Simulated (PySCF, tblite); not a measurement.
# C4H8BO3 radical: geometry, infrared bands and EPR parameters

What infrared bands and EPR parameters should C4H8BO3 radical (`CCB(O)O[CH]C=O`) show?

Programs: tblite 0.8.0 and PySCF 2.14.0, with density-fitted response routines of our own. Each step states its level of theory. These are calculated values for one molecule in the gas phase, unless marked as measured. Atoms are numbered from 0 throughout.

## Step 1: The starting structure

16 atoms, charge 0, multiplicity 2; geometry from: force field or distance geometry start.

Bonds of the start (Å): C0–C1 1.51, C1–B2 1.61, B2–O3 1.48, B2–O4 1.47, O4–C5 1.41, C5–C6 1.47, C6–O7 1.22, C0–H8 1.12, C0–H9 1.12, C0–H10 1.11, C1–H11 1.10, C1–H12 1.12, O3–H13 0.97, C5–H14 1.11, C6–H15 1.08.

## Step 2: Optimising the geometry with GFN2-xTB

What the job is given:

```
{"job": {"kind": "relax", "xc": "GFN2-xTB", "basis": "xTB"}, "charge": 0, "multiplicity": 2}
C     -2.387600    -0.455800    -0.003000
C     -0.988900    -0.107000    -0.466700
B     -0.180900     0.701000     0.665400
O     -0.047700     2.153200     0.396400
O      1.068000     0.049200     1.077100
C      1.879800     0.185000    -0.064900
C      3.034000    -0.728800    -0.092900
O      4.123700    -0.286200    -0.417800
H     -2.714600    -1.342000    -0.604100
H     -2.378500    -0.799500     1.059300
H     -3.089100     0.385800    -0.177500
H     -0.988000     0.428900    -1.426200
H     -0.502400    -1.097900    -0.643500
H     -0.894200     2.625700     0.448600
H      1.175300     0.053300    -0.915500
H      2.883200    -1.756100     0.195400
```

The run is started by

```bash
$ OMP_NUM_THREADS=1 python probes_run.py task.json out
```

One launch serves the whole session: the jobs run in the order shown.

**Question.** This job is followed by: GFN2-xTB harmonic vibrations, gas phase; UKS B3LYP, pcH-1 on B C H O, non-relativistic, mean-field spin-orbit, GIAO. What will the session give for the following? strongest single infrared mode (GFN2-xTB); zero-point energy (GFN2-xTB); g(iso) (B3LYP); ⟨S²⟩; largest a(iso) (averaged by class); potential on the surface of density 0.002 e/bohr³, 1st and 99th percentile.

**Answer**, as computed:

```
                                                                  quantity                  value
                                 strongest single infrared mode (GFN2-xTB)  1296 cm⁻¹, 492 km/mol
                                              zero-point energy (GFN2-xTB)          75.6 kcal/mol
                                                            g(iso) (B3LYP)                2.00526
                                                                      ⟨S²⟩     0.762 (exact 0.75)
                                        largest a(iso) (averaged by class)    13C on C5, 53.7 MHz
potential on the surface of density 0.002 e/bohr³, 1st and 99th percentile     -1.88 V and 2.47 V
```

In words: The optimisation took 178 steps and gained 2.984 eV; among the close pairs (by a distance rule), B2–O3 changed most, from 1.483 to 1.341 Å. All 42 modes are real, so the xTB geometry is a minimum. The strongest single mode, at 1296 cm⁻¹, moves mainly B2. GFN2-xTB is a fitted tight-binding method: band positions and strengths are rough. Its intensities can rank the bands wrongly. C5 carries the largest spin population, 0.66 e. The isotropic g lies 2.9 ppt above the free-electron value.
